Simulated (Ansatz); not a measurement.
# C₂H₆BF₂N, SMILES CN(C)B(F)F: a single point in a Gaussian basis

Run with Ansatz's Python interface.

Script `c2h6bf2n.py`:
```python
"""Electronic structure of the C2H6BF2N molecule."""

from pathlib import Path
import warnings

import ansatz as az
from ase import Atoms

warnings.simplefilter("ignore", az.DeckWarning)

atoms = Atoms(["C", "N", "C", "B", "F", "F", "H", "H", "H", "H", "H", "H"], positions=[
    (-0.431, -0.8007, -1.0156),
    (0.3318, 0.2501, -0.3374),
    (0.9755, -0.3443, 0.8107),
    (-0.4799, 1.4303, 0.1163),
    (-0.2988, 2.744, -0.3958),
    (-1.6438, 1.2117, 1.0434),
    (0.1962, -1.5777, -1.3907),
    (-0.9346, -0.2925, -1.9257),
    (-1.2531, -1.1698, -0.3139),
    (1.6447, 0.4123, 1.3604),
    (1.674, -1.1623, 0.5119),
    (0.296, -0.7562, 1.5703),
])
mol = az.Crystal.molecule_from_ase(atoms)

base = mol.calculation()
base = base.basis(gaussian="cc-pVDZ")
base = base.functional(az.LibraryFunctional("B97M-V"))
base = base.orbitals()
outcome = base.run(threads=1, backend="cpu", runs_dir="out")
report = outcome.report

print("reference energy %16.6f eV" % report["reference_energy_ev"])
print("total energy     %16.6f eV" % report["free_energy_ev"])
print("occupied (up, down):", report["n_occupied"], " virtual:", report["n_virtual"], " frozen:", report["n_frozen"])

state = report["mean_field"]["state"]
print(f"mean field: {state['energy']['hartree']:.7f} Ha, <S^2> = {abs(state['spin_squared']):.4f}, stability: {state.get('stability', {}).get('kind')}")

lines = Path(report["orbitals_path"]).read_text().splitlines()
field_of = lambda key: [line.split("=")[1].strip() for line in lines if line.startswith(key)]
orbitals = [(27.211386 * float(e), s, float(n)) for e, s, n in zip(field_of("Ene="), field_of("Spin="), field_of("Occup="))]
homo = max(e for e, _, n in orbitals if n > 0.5)
lumo = min(e for e, _, n in orbitals if n < 0.5)
for e, spin, n in sorted(orbitals):
    if homo - 6 < e < lumo + 5:
        print(f"{spin:6s} {e:10.3f} eV  occupation {n:.0f}")
```

```console
$ python c2h6bf2n.py
reference energy     -9772.931823 eV
total energy         -9772.931823 eV
occupied (up, down): [24, 24]  virtual: [90, 90]  frozen: 0
mean field: -359.1486202 Ha, <S^2> = 0.0000, stability: minimum
Alpha     -12.023 eV  occupation 2
Alpha     -11.608 eV  occupation 2
Alpha     -11.124 eV  occupation 2
Alpha     -10.768 eV  occupation 2
Alpha     -10.336 eV  occupation 2
Alpha      -9.971 eV  occupation 2
Alpha      -9.761 eV  occupation 2
Alpha      -9.246 eV  occupation 2
Alpha      -9.136 eV  occupation 2
Alpha      -6.051 eV  occupation 2
Alpha      -1.323 eV  occupation 0
Alpha       0.509 eV  occupation 0
Alpha       1.656 eV  occupation 0
Alpha       2.083 eV  occupation 0
Alpha       2.487 eV  occupation 0
Alpha       2.744 eV  occupation 0
Alpha       3.216 eV  occupation 0
```

Reading the output:
- Total energies depend on the basis set; only differences at equal settings carry meaning.
- The geometry is a force-field or estimated start, not a minimum of this method, and the basis set is short of its limit.
- Alpha marks a spatial orbital of a restricted run, filled by both spins.
- Levels such as HOMO and LUMO are orbital energies: with these approximate functionals they aren't the ionisation energy and electron affinity, and their gap isn't the fundamental gap.
- Timing: 16 s on 1 thread of Arm Neoverse V2, on a shared host, peak memory 0.29 GiB.

(Lines on the test bed's own set-up are left out of the output.)
